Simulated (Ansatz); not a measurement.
# C2H8F2N2Si: the cost of one run

Method: RKS PBE/def2-SVP, in Ansatz 0.2.0.

## Step 1: The starting structure

Bond lengths: C1–N2 1.434 Å, N2–Si3 1.690 Å, N2–C4 1.459 Å, C4–N5 1.496 Å, C4–F6 1.316 Å, C4–F7 1.329 Å, C1–H8 1.135 Å, C1–H9 1.104 Å, C1–H10 1.110 Å, Si3–H11 1.460 Å, Si3–H12 1.493 Å, Si3–H13 1.481 Å, N5–H14 1.003 Å, N5–H15 0.991 Å. Angles (14 of 24 angles, heavy atoms first): C1–N2–Si3 116.8°, C1–N2–C4 111.8°, Si3–N2–C4 114.7°, N2–C4–N5 106.6°, N2–C4–F6 113.9°, N2–C4–F7 112.4°, N5–C4–F6 108.0°, N5–C4–F7 103.9°, F6–C4–F7 111.3°, N2–C1–H8 111.0°, N2–C1–H9 116.6°, N2–C1–H10 115.4°, N2–Si3–H11 111.0°, N2–Si3–H12 109.5°.

As a file:

```xyz
15

C    -0.6771    0.5198    1.2641
N    -0.1054   -0.3085    0.2428
Si    1.1702   -1.3164    0.7054
C     0.1202    0.4320   -0.9935
N    -1.2297    0.7299   -1.5651
F     0.7515    1.5738   -0.8236
F     0.7062   -0.3089   -1.9284
H    -1.6476    0.9900    0.9112
H    -0.9522    0.0195    2.2087
H    -0.0721    1.4036    1.5556
H     1.4264   -2.3358   -0.3079
H     0.8383   -1.9770    2.0024
H     2.3478   -0.4451    0.9247
H    -1.6768   -0.1549   -1.7185
H    -1.0215    1.1273   -2.4487
```

## Step 2: End point A

File input.yaml:

```yaml
crystal:
  periodic: [false, false, false]
  atoms:
    - { symbol: C, position_ang: [-0.6771, 0.5198, 1.2641] }
    - { symbol: "N", position_ang: [-0.1054, -0.3085, 0.2428] }
    - { symbol: Si, position_ang: [1.1702, -1.3164, 0.7054] }
    - { symbol: C, position_ang: [0.1202, 0.432, -0.9935] }
    - { symbol: "N", position_ang: [-1.2297, 0.7299, -1.5651] }
    - { symbol: F, position_ang: [0.7515, 1.5738, -0.8236] }
    - { symbol: F, position_ang: [0.7062, -0.3089, -1.9284] }
    - { symbol: H, position_ang: [-1.6476, 0.99, 0.9112] }
    - { symbol: H, position_ang: [-0.9522, 0.0195, 2.2087] }
    - { symbol: H, position_ang: [-0.0721, 1.4036, 1.5556] }
    - { symbol: H, position_ang: [1.4264, -2.3358, -0.3079] }
    - { symbol: H, position_ang: [0.8383, -1.977, 2.0024] }
    - { symbol: H, position_ang: [2.3478, -0.4451, 0.9247] }
    - { symbol: H, position_ang: [-1.6768, -0.1549, -1.7185] }
    - { symbol: H, position_ang: [-1.0215, 1.1273, -2.4487] }
basis:
  gaussian: { orbitals: def2-SVP }
hamiltonian:
  xc: pbe
relax:
  f_tol: 0.015
  max_steps: 40
output:
  orbitals: {}
```

On the command line:

```bash
$ ansatz run input.yaml --threads 2 --pin off --max-ram 3072MiB --backend cpu --events-out ev --progress --plain --runs-dir out
```

Q: Estimate wall time and peak memory on 2 threads of Arm Neoverse N1, shared host.

About 85 s, with a peak of 0.2 GiB.
